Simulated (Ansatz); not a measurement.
**TaSi (octet): from Hartree-Fock to the top rungs, def2-QZVPP**

An exercise on one series of results from a longer session: the logs are not shown, and one member is left open.

Program: Ansatz 0.2.0, Gaussian basis. Level of theory: def2-QZVPP, core rule «outside noble gas», up to 9 orbitals frozen. These are calculated values, not measurements.

The runs, in order: UHF; ROHF; CCSD(T) on UHF.

## The system

The geometry is a PBE0/def2-TZVP stationary point (not a proven minimum) of the parent state, kept for this charge and spin. No spin-orbit coupling is included. Elements past krypton take def2 core potentials.

2 atoms, charge 0, spin multiplicity 8.

Atoms are counted from 1 here; the program's logs count them from 0.

Bond lengths: Ta1–Si2 2.443 Å.

Set-up of the first run:

in.yaml

```yaml
crystal:
  periodic: [false, false, false]
  atoms:
    - {symbol: Ta, position_ang: [0.000000, 0.000000, 0.000000]}
    - {symbol: Si, position_ang: [0.000000, 0.000000, 2.442600]}
basis:
  gaussian: {orbitals: "def2-QZVPP.json"}
magnetization: {spin_polarized: true, initial_magnetization: 7}
hamiltonian: {xc: hf}
output: {orbitals: {seedname: orbitals}}
```

Launch:

```
> ansatz run in.yaml --threads 1 --pin off --events-out ev --progress --plain --max-ram 4096MiB --backend cpu
```

Steps of the session up to this table: UHF; ROHF; CCSD(T) on UHF.

One of the session's tables, all rows but one given; the rest of the session is left out.

| method | from UCCSD(T) (kcal/mol) |
| --- | --- |
| ROHF | +109.91 |
| UHF | +106.40 |
| UMP2 | +18.74 |
| UCCSD | ? |
| UCCSD(T) | 0 |

**Question.** Estimate the row for UCCSD.

**Answer.** from UCCSD(T) (kcal/mol): +5.87. In the column «from UCCSD(T) (kcal/mol)» it lies between UCCSD(T) (0) and UMP2 (+18.74).
